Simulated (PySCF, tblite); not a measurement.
# Methylcyanodiacetylene (C6H3N): geometry, infrared bands, NMR shifts, spin-spin couplings and electronic excitations

What infrared bands, NMR shifts, spin-spin couplings and electronic excitations should Methylcyanodiacetylene (C6H3N) (`CC#CC#CC#N`) show?

The runs use tblite 0.8.0 and PySCF 2.14.0, with density-fitted response routines of our own; the level of theory stands in each step. All values are computed, except where a source is named. Atoms count from 0, in the outputs and in this text.

### Step 1. The molecule as given

10 atoms, charge 0, multiplicity 1; geometry from: GFN2-xTB.

Bonds of the start (Å): C0–C1 1.44, C1–C2 1.21, C2–C3 1.35, C3–C4 1.22, C4–C5 1.35, C5–N6 1.15, C0–H7 1.09, C0–H8 1.09, C0–H9 1.09.

### Step 2. Vibrational analysis with GFN2-xTB

Job settings and geometry (Å):

```
{"job": {"kind": "ir", "xc": "GFN2-xTB", "basis": "xTB"}, "charge": 0, "multiplicity": 1}
C     -2.007714     0.623432    -1.343728
C     -0.916839     0.285154    -0.472645
C      0.002706     0.000640     0.260994
C      1.024834    -0.317325     1.078585
C      1.949117    -0.603933     1.817710
C      2.976955    -0.922761     2.638306
N      3.852182    -1.194068     3.336175
H     -1.793864     1.557753    -1.863702
H     -2.154653    -0.166342    -2.081113
H     -2.923842     0.742105    -0.764347
```

**Question.** This job is followed by: PBE0-D3(BJ)/def2-SVP geometry optimisation, gas phase; GIAO PBE0/pcSseg-1 NMR shielding, non-relativistic, gas phase; B3LYP/pcJ-1 indirect spin-spin coupling, non-relativistic, gas phase; TDDFT wB97X-D/def2-SVPD, vertical, gas phase, core orbitals frozen in the response; GIAO mPW1PW91/pcSseg-2 NMR shielding, non-relativistic, gas phase. Predict these results of the whole session: strongest single infrared mode (GFN2-xTB); zero-point energy (GFN2-xTB); rotational constants (main isotopes); 13C shifts against TMS (PBE0/pcSseg-1); 1H shifts against TMS (PBE0/pcSseg-1, means over atoms taken as alike); 15N shifts against NH3 (PBE0/pcSseg-1); largest coupling of the table (B3LYP/pcJ-1); lowest singlet (wB97X-D/def2-SVPD); brightest single state of those computed; lowest triplet; vertical ionisation energy (ΔSCF); vertical electron affinity (ΔSCF); range of the shift of N6.

**Answer**, as computed:

| quantity | value |
| --- | --- |
| strongest single infrared mode (GFN2-xTB) | 2304 cm⁻¹, 825 km/mol |
| zero-point energy (GFN2-xTB) | 39.8 kcal/mol |
| rotational constants (main isotopes) | 157.74, 0.77, 0.77 GHz |
| 13C shifts against TMS (PBE0/pcSseg-1) | 112.3, 83.2, 70.9, 69.6, 53.5, 5.2 ppm |
| 1H shifts against TMS (PBE0/pcSseg-1, means over atoms taken as alike) | 2.11 ppm |
| 15N shifts against NH3 (PBE0/pcSseg-1) | 307.8 ppm |
| largest coupling of the table (B3LYP/pcJ-1) | 1J(C,C) C3–C4, 243.2 Hz |
| lowest singlet (wB97X-D/def2-SVPD) | 3.94 eV (315 nm), f = 0.000 |
| brightest single state of those computed | state 7, 6.97 eV, f = 3.143 |
| lowest triplet | 3.23 eV |
| vertical ionisation energy (ΔSCF) | 9.75 eV |
| vertical electron affinity (ΔSCF) | 0.29 eV |
| range of the shift of N6 | 303.3 to 307.8 ppm |

**Reading.** All 24 modes are real, so the xTB geometry is a minimum. The strongest single mode, at 2304 cm⁻¹, is spread over several atoms, C2, C5, C1, C3 among them. Unscaled tight-binding wavenumbers are off by several per cent, some by more. Its intensities can rank the bands wrongly. The optimisation took 2 steps and gained 0.041 eV; among the close pairs (by a distance rule), C4–C5 changed most, from 1.353 to 1.369 Å. The most deshielded carbon is C5 (nitrile carbon), at 112.3 ppm: typical of a nitrile. At PBE0/pcSseg-1: The largest span, 566 ppm, is at N6, where the paramagnetic term is -383 ppm. In the run at B3LYP/pcJ-1, the largest coupling of the table is C3–C4, 243.2 Hz, of which the Fermi-contact term gives 235.3 Hz. The first singlet state (HOMO−1→LUMO 0.31, HOMO→LUMO+1 0.31) lies at 3.94 eV and is dark; of the 10 states computed, the strongest absorption comes from state 7 at 6.97 eV. The lowest triplet lies 0.71 eV below the lowest singlet (triplets in Tamm-Dancoff, singlets in full TDDFT). The orbital energy would give 9.51 eV for ionisation, ΔSCF gives 9.75 eV. Across the 2 runs the shift of N6 moves most, between 303.3 (mPW1PW91/pcSseg-2) and 307.8 ppm (PBE0/pcSseg-1). Most of that comes from the computed reference, not from the atom's own shielding.
